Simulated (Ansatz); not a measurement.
## Tc, space group Fm-3m: a comparison of functionals at one structure, step by step

Program: the Python package of Ansatz (0.2.0).

Run as a notebook:

**Cell 1**
```python
import warnings

import ansatz
import numpy as np
import pandas as pd
```

**Cell 2**
```python
warnings.simplefilter('ignore', ansatz.DeckWarning)

vectors = np.array([
    [0.0, 1.95, 1.95],
    [1.95, 0.0, 1.95],
    [1.95, 1.95, 0.0],
])
structure = ansatz.Lattice.of(vectors).atom('Tc', (0.0, 0.0, 0.0))

calc = structure.calculation().kpoints(9).occupations('Fermi-Dirac', width=0.1).stress()
```

**Cell 3**
```python
rows = []
for value in ['blyp', 'lda', 'pbesol']:
    report = calc.functional(value).run(threads=1).report
    rows.append((value, report['free_energy_ev'] / len(report['lattice']['sites']), report['n_iterations'], sum(report['stress_gpa'][i][i] for i in range(3)) / 3, report['n_kpoints']))

table = pd.DataFrame(rows, columns=['functional', 'F/atom (eV)', 'iterations', 'P (GPa)', 'k-points'])
table.round(5)
```
Output:
```text
  functional  F/atom (eV)  iterations   P (GPa)  k-points
0       blyp  -5411.38883           7   5.67723        35
1        lda  -5281.15213           6 -20.06656        35
2     pbesol  -5337.58694           6 -15.03061        35
```

From lowest to highest: LDA (-20.1 GPa), PBEsol (-15.0 GPa) and BLYP (5.7 GPa). At a fixed cell a lower pressure usually means a smaller equilibrium volume, so LDA prefers the smallest cell and BLYP the largest.

Caveats:
- BLYP can be off by several per cent in the lattices of metals, and by several GPa in the pressure at a fixed cell.
- For a metal this k-point mesh is coarse: on a finer one energies can move by several to tens of meV an atom and pressures by half a GPa or more, differences at one mesh by less.
- Pressure is positive in compression.
- This isn't the structure that Tc takes at ambient conditions.
- Total energies of different functionals can't be compared; pressures, moments and gaps at this one structure can.
- Finished in 2.1 s on 1 thread of Arm Neoverse V2 (shared host), peak memory 0.36 GiB.

(Lines on the test bed's own set-up are left out of the output.)
